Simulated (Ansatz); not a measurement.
# C4H11F2GaSi: one species, many methods

How much do the methods differ for C4H11F2GaSi? The plan is to run it at one geometry with functionals of several rungs and with coupled cluster, and see how far each lands from CCSD(T) at the basis-set limit for the atomisation energy.

Program: Ansatz 0.2.0, Gaussian basis. Level of theory: functionals in def2-TZVPP, the program's frozen cores in correlated methods. These are calculated values, not measurements.

Levels to be run: LDA (SPW92), PBE-D4, revPBE-D4, BLYP-D4, r2SCAN-D4, B97M-V, PBE0-D4, B3LYP-D4, r2SCANh-D4, r2SCAN0-D4, HSE06-D4, BHLYP-D4, CAM-B3LYP-D4, LC-ωPBE, ωB97X-V, ωB97M-V, B2PLYP, PBE-QIDH; CCSD(T)/def2-SVP; CCSD(T)/def2-TZVPP; MP2/def2-QZVPP; extrapolation to the limit; RPA on PBE.

### Step 1. The relaxed structure

The geometry comes from an earlier relaxation with PBE0-D4 in a triple-zeta def2 set; it is a stationary point, not always the lowest conformer.

SMILES `C[Si](C)(C)[CH2][Ga]([F])[F]`, 19 atoms, charge 0, spin multiplicity 1.

Atoms are counted from 1 here; the program's logs count them from 0.

Bond lengths: C1–Si2 1.875 Å, C1–H9 1.093 Å, C1–H10 1.093 Å, C1–H11 1.095 Å, Si2–C3 1.871 Å, Si2–C4 1.869 Å, Si2–C5 1.889 Å, C3–H12 1.094 Å, C3–H13 1.093 Å, C3–H14 1.093 Å, C4–H15 1.093 Å, C4–H16 1.094 Å, C4–H17 1.093 Å, C5–Ga6 1.927 Å, C5–H18 1.093 Å, C5–H19 1.094 Å, Ga6–F7 1.748 Å, Ga6–F8 1.752 Å. Angles: Si2–C1–H9 110.8°, Si2–C1–H10 111.6°, Si2–C1–H11 112.0°, H9–C1–H10 107.6°, H9–C1–H11 106.8°, H10–C1–H11 107.8°, C1–Si2–C3 110.0°, C1–Si2–C4 110.0°, C1–Si2–C5 108.4°, C3–Si2–C4 110.9°, C3–Si2–C5 109.1°, C4–Si2–C5 108.3°, Si2–C3–H12 110.9°, Si2–C3–H13 111.2°, Si2–C3–H14 111.1°, H12–C3–H13 107.8°, H12–C3–H14 107.8°, H13–C3–H14 107.9° and more.

### Step 2. LDA

This LDA is Slater exchange with PW92 correlation.

in.yaml reads:

```yaml
crystal:
  periodic: [false, false, false]
  atoms:
    - {symbol: C, position_ang: [0.934302, -0.872528, -1.313378]}
    - {symbol: Si, position_ang: [0.294217, -0.205207, 0.318209]}
    - {symbol: C, position_ang: [1.680716, -0.143376, 1.573083]}
    - {symbol: C, position_ang: [-1.115711, -1.266084, 0.935268]}
    - {symbol: C, position_ang: [-0.359929, 1.543372, 0.032178]}
    - {symbol: Ga, position_ang: [-1.548431, 1.597608, -1.484154]}
    - {symbol: F, position_ang: [-1.250125, 2.423689, -2.995879]}
    - {symbol: F, position_ang: [-3.067121, 0.727099, -1.559864]}
    - {symbol: H, position_ang: [1.397544, -1.853410, -1.176770]}
    - {symbol: H, position_ang: [1.685529, -0.210099, -1.752195]}
    - {symbol: H, position_ang: [0.131307, -1.000884, -2.047146]}
    - {symbol: H, position_ang: [2.070636, -1.145479, 1.771989]}
    - {symbol: H, position_ang: [2.510021, 0.473379, 1.217068]}
    - {symbol: H, position_ang: [1.334652, 0.274697, 2.521926]}
    - {symbol: H, position_ang: [-1.484052, -0.909447, 1.900993]}
    - {symbol: H, position_ang: [-1.956072, -1.257495, 0.235383]}
    - {symbol: H, position_ang: [-0.796165, -2.303637, 1.064191]}
    - {symbol: H, position_ang: [0.453450, 2.249035, -0.154518]}
    - {symbol: H, position_ang: [-0.914766, 1.878755, 0.913626]}
basis:
  gaussian: {orbitals: def2-TZVPP}
hamiltonian: {xc: lda}
output: {orbitals: {seedname: orbitals}}
```

Run with:

```
$ ansatz run in.yaml --threads 4 --pin off --events-out ev --progress --plain --max-ram 66560MiB --backend cuda --devices 0, --max-vram 37GiB
```

After this run come: PBE-D4 (GGA); revPBE-D4 (GGA); BLYP-D4 (GGA); r2SCAN-D4 (meta-GGA); B97M-V (meta-GGA); B3LYP-D4 (hybrid); r2SCANh-D4 (hybrid); r2SCAN0-D4 (hybrid); HSE06-D4 (hybrid); BHLYP-D4 (hybrid); CAM-B3LYP-D4 (range-separated); LC-ωPBE (range-separated); ωB97X-V (range-separated); ωB97M-V (range-separated); B2PLYP (double hybrid); PBE-QIDH (double hybrid); CCSD(T) in def2-SVP; CCSD(T) in def2-TZVPP; MP2 in def2-QZVPP; RPA on PBE orbitals.

Q: Predict the results of all the runs planned. Wanted: atomisation energy, CCSD(T)/CBS; farthest beyond LDA; mean size of error, GGA; mean size of error, meta-GGA; mean size of error, hybrid; mean size of error, range-separated; mean size of error, double hybrid; gap, smallest and largest; T1 diagnostic.

As calculated:

| quantity | value |
| --- | --- |
| atomisation energy, CCSD(T)/CBS | 7254.6 kJ/mol |
| functionals within 72.5 kJ/mol (1.0 %) | r2SCAN-D4, B97M-V, PBE0-D4, B3LYP-D4, r2SCANh-D4, r2SCAN0-D4, HSE06-D4, CAM-B3LYP-D4, LC-ωPBE, ωB97X-V, ωB97M-V, PBE-QIDH |
| farthest beyond LDA | BHLYP-D4 (-197.1 kJ/mol) |
| mean size of error, GGA | 79.2 kJ/mol |
| mean size of error, meta-GGA | 8.7 kJ/mol |
| mean size of error, hybrid | 59.3 kJ/mol |
| mean size of error, range-separated | 8.3 kJ/mol |
| mean size of error, double hybrid | 63.9 kJ/mol |
| gap, smallest and largest | 5.55 eV (LDA (SPW92)), 12.69 eV (LC-ωPBE) |
| T1 diagnostic | 0.0123 |
| triples share of the correlation energy | 3.6 % |

In words: LDA overbinds by 922.0 kJ/mol (13 %). PBE-D4 misses by +74.8 kJ/mol. Double hybrids carry the basis error of their MP2 part in triple zeta, and no dispersion term here, so their miss is partly the set-up's. The rungs range-separated, meta-GGA, hybrid, double hybrid miss on average by less than the doubt on the reference (72.5 kJ/mol), so they tie. Misses under about 72.5 kJ/mol are within the doubt on the reference itself, which lacks core-valence correlation, relativity and higher excitations, and its outer-core shells are covered unevenly. Hartree-Fock recovers 75 % of the binding; the rest is correlation. CCSD(T) in def2-SVP is off by -356.9 kJ/mol, worse than the median functional, from the basis alone. The gap grows from 5.6 to 12.7 eV across the functionals, mostly with the share of exact exchange. Correlated methods include outer-core shells of Ga, which these sets cover unevenly.
